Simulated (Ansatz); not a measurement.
Run this with Ansatz 0.2.0, Python API and show what comes out.

`ecut.py`
```python
import warnings

import ansatz as az
from pymatgen.core import Lattice, Structure
from pymatgen.io.ase import AseAtomsAdaptor


def main() -> None:
    warnings.simplefilter("ignore", az.DeckWarning)

    pmg_structure = Structure(
        Lattice([[0.0, 3.04, 3.04], [3.04, 0.0, 3.04], [3.04, 3.04, 0.0]]),
        ["Y", "Te"],
        [
            [0.5, 0.5, 0.5],
            [0.0, 0.0, 0.0],
        ],
    )
    structure = az.Crystal.from_ase(AseAtomsAdaptor.get_atoms(pmg_structure))

    setup = (
        structure.calculation()
        .functional("pbesol")
        .kpoints(8, 8, 8)
        .occupations(az.OccupationsMethod.GAUSSIAN, width=0.1)
    )

    rows = []
    for value in [300, 350, 400, 450]:
        rep = setup.basis(value).run(threads=1, backend="cpu").report
        rows.append((value, rep["free_energy_ev"] / len(rep["lattice"]["sites"]), rep["n_iterations"], rep["n_pw"]))

    print(" cutoff (eV)   F/atom (eV)    iterations   plane waves")
    for row in rows:
        print(f"{str(row[0]):>12s}  {row[1]:12.5f}  {row[2]:12d}  {row[3]:12d}")

    for row in rows[:-1]:
        shift = 1000 * (row[1] - rows[-1][1])
        print(f"{row[0]}: {shift:+.2f} meV/atom" + ("  (within 2 meV)" if abs(shift) < 2 else ""))


if __name__ == "__main__":
    main()
```

```console
$ python ecut.py
 cutoff (eV)   F/atom (eV)    iterations   plane waves
         300   -5349.63718             7           645
         350   -5349.66823             7           869
         400   -5349.66925             7           965
         450   -5349.66974             7          1243
300: +32.56 meV/atom
350: +1.51 meV/atom  (within 2 meV)
400: +0.49 meV/atom  (within 2 meV)
```

From 350 eV on it stays within 2 meV an atom of the value at 450 eV; the first row (300 eV) is off by 32.6 meV and the last but one by 0.49 meV. The energy falls steadily, as expected when plane waves are added.

Caveats:
- No spin polarisation was allowed.
- For a metal this k-point mesh is coarse: on a finer one energies can move by several to tens of meV an atom and pressures by half a GPa or more, differences at one mesh by less.
- Of the deposited cell: the entry's cell lengths or inner coordinates differ somewhat from later room-temperature determinations.
- The starting cell is as deposited in a crystallographic database; the results hold for this polymorph, which needn't be the stable one.
- Shifts are counted from the last row, which is itself no proven limit.
- The script silences the warnings on its input, which a real study should read.
- Run time: 5.2 s on 1 thread of Arm Neoverse V2, with other jobs on the host, peak memory 0.44 GiB.
